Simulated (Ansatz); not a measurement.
Runs of Ansatz 0.2.0 on NiMoIrPdW. It takes space group P3m1 (No. 156, trigonal). The conventional cell has a = 2.770 Å, b = 2.770 Å, c = 21.881 Å, α = 90.00°, β = 90.00°, γ = 120.00°. Around Ni (site symmetry 3m) lie 9 Ni at 2.52 to 2.77 Å and 3 W at 2.57 Å. Around Ni (site symmetry 3m) lie 9 Ni at 2.52 to 2.77 Å and 3 Ir at 2.62 Å. Mo (site symmetry 3m) has 3 Ir at 2.76 Å and 6 Mo at 2.77 Å and 3 Pd at 2.80 Å as nearest neighbours. Around Mo (site symmetry 3m) lie 3 Ir at 2.66 Å and 6 Mo at 2.77 Å and 3 Pd at 2.82 Å. Around Pd (site symmetry 3m) lie 6 Pd at 2.77 Å and 3 W at 2.79 Å and 3 Mo at 2.80 Å. Pd (site symmetry 3m) is surrounded by 6 Pd at 2.77 Å and 3 W at 2.80 Å and 3 Mo at 2.82 Å. Ir (site symmetry 3m) has 3 Mo at 2.76 Å and 6 Ir at 2.77 Å and 3 W at 2.77 Å as nearest neighbours. Ir (site symmetry 3m) has 3 Ni at 2.62 Å and 3 Mo at 2.66 Å and 6 Ir at 2.77 Å as nearest neighbours. The cell was built by a generator and needn't be a form met in nature.

```csv
task,level,potentials or basis,cell,k mesh,cutoff (eV),basis error allowed,mesh quality,pressure (GPa),moment (μB),largest force (eV/Å)
band structure,BLYP,"all-electron LAPW, scalar-relativistic",as given,8 × 8 × 2,287,0.002 eV/atom,coarse,11.3,0.00,0.27
band structure,revPBE,"all-electron LAPW, scalar-relativistic",as given,8 × 8 × 2,287,0.002 eV/atom,coarse,2.9,0.00,0.17
relaxation of cell and atoms,PBEsol,all-electron PAW datasets made for the crystal,relaxed,7 × 7 × 2,-,-,coarse,0.0,(a),-
band structure,PBE,"all-electron LAPW, scalar-relativistic",as given,8 × 8 × 2,287,0.002 eV/atom,coarse,0.0,0.00,(b)
```

Alike in all rows: spin collinear, ferromagnetic start; smearing fermi-dirac 0.05 eV.

Task: Estimate the missing entries.

Result: (a) 0.90; (b) 0.15.

Caveats: some runs use coarse meshes; the k mesh is thin for a metal, which can move the energy by tens of meV per atom.

Not every run made on this cell is shown here.
